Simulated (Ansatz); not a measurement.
# C3H5ClSn: a ladder of functionals and wavefunction methods

An exercise on one series of results from a longer session: the logs are not shown, and one member is left open.

The runs use Ansatz 0.2.0, Gaussian basis; functionals in def2-TZVPP, the program's frozen cores in correlated methods.

Levels to be run: PBE-D4, r2SCAN-D4, PBE0-D4, B3LYP-D4, ωB97X-V, ωB97M-V, B2PLYP; CCSD(T)/def2-TZVPP; MP2/def2-QZVPP; extrapolation to the limit.

## The relaxed structure

The geometry comes from an earlier relaxation with PBE0-D4 in a triple-zeta def2 set; it is a stationary point, not always the lowest conformer. Sn takes the def2 core potential; no spin-orbit term is included.

10 atoms, charge 0, spin multiplicity 1.

Atoms are counted from 1 here; the program's logs count them from 0.

Bond lengths: C1–C2 1.294 Å, C1–H6 1.086 Å, C1–H7 1.083 Å, C2–C3 1.318 Å, C3–H8 1.086 Å, C3–H9 1.087 Å, Sn4–Cl5 2.403 Å, Sn4–H10 1.777 Å. Angles: C2–C1–H6 119.9°, C2–C1–H7 121.4°, H6–C1–H7 118.7°, C1–C2–C3 177.4°, C2–C3–H8 121.0°, C2–C3–H9 120.3°, H8–C3–H9 117.7°, Cl5–Sn4–H10 94.0°.

Set-up of the first run:

Input file in.yaml:

```yaml
crystal:
  periodic: [false, false, false]
  atoms:
    - {symbol: C, position_ang: [-0.095499, 0.958840, 1.345195]}
    - {symbol: C, position_ang: [-0.223899, -0.184287, 0.753363]}
    - {symbol: C, position_ang: [-0.410192, -1.351641, 0.170191]}
    - {symbol: Sn, position_ang: [0.922237, -0.457302, -1.982451]}
    - {symbol: Cl, position_ang: [-0.774767, 1.160679, -2.509302]}
    - {symbol: H, position_ang: [-0.568638, 1.125888, 2.308153]}
    - {symbol: H, position_ang: [0.465000, 1.768086, 0.893712]}
    - {symbol: H, position_ang: [0.226092, -2.200816, 0.400946]}
    - {symbol: H, position_ang: [-1.311066, -1.537007, -0.408378]}
    - {symbol: H, position_ang: [1.853832, 0.666360, -0.968630]}
basis:
  gaussian: {orbitals: def2-TZVPP}
hamiltonian: {xc: pbe, dispersion: d4}
output: {forces: true, orbitals: {seedname: orbitals}}
```

The run is started by

```sh
$ ansatz run in.yaml --threads 4 --pin off --events-out ev --progress --plain --max-ram 10444MiB
```

Steps of the session up to this table: PBE-D4 (GGA); r2SCAN-D4 (meta-GGA); PBE0-D4 (hybrid); B3LYP-D4 (hybrid); ωB97X-V (range-separated); ωB97M-V (range-separated); B2PLYP (double hybrid); CCSD(T) in def2-TZVPP; MP2 in def2-QZVPP.

One of the session's tables, all rows but one given; the rest of the session is left out.

| method | atomisation energy (kJ/mol) |
| --- | --- |
| PBE-D4 | 3756.1 |
| r2SCAN-D4 | 3670.1 |
| PBE0-D4 | 3674.2 |
| B3LYP-D4 | 3662.3 |
| ωB97X-V | 3644.4 |
| ωB97M-V | 3653.6 |
| B2PLYP | 3605.4 |
| HF/def2-TZVPP | 2636.6 |
| MP2/def2-TZVPP | 3597.0 |
| CCSD/def2-TZVPP | 3476.6 |
| CCSD(T)/def2-TZVPP | 3544.6 |
| MP2/CBS | 3703.5 |
| CCSD(T)/CBS | ? |

Estimate the missing values for CCSD(T)/CBS.

The run gave: atomisation energy (kJ/mol): 3651.1. In the column «atomisation energy (kJ/mol)» it lies between ωB97X-V (3644.4) and ωB97M-V (3653.6).

Among the levels timed on like hardware and quicker than the yardstick, those that no quicker one beats, quickest first: PBE-D4 (3 s, +105.1 kJ/mol); PBE0-D4 (3.6 s, +23.1 kJ/mol); B3LYP-D4 (6 s, +11.2 kJ/mol); ωB97X-V (9.5 s, -6.7 kJ/mol); ωB97M-V (14 s, +2.6 kJ/mol).

B2PLYP carry no dispersion term (for B3LYP, D4 adds 45.3 kJ/mol).

Limits of these values: All levels share the lack of spin-orbit coupling, which lowers the free heavy atoms and so the true binding.
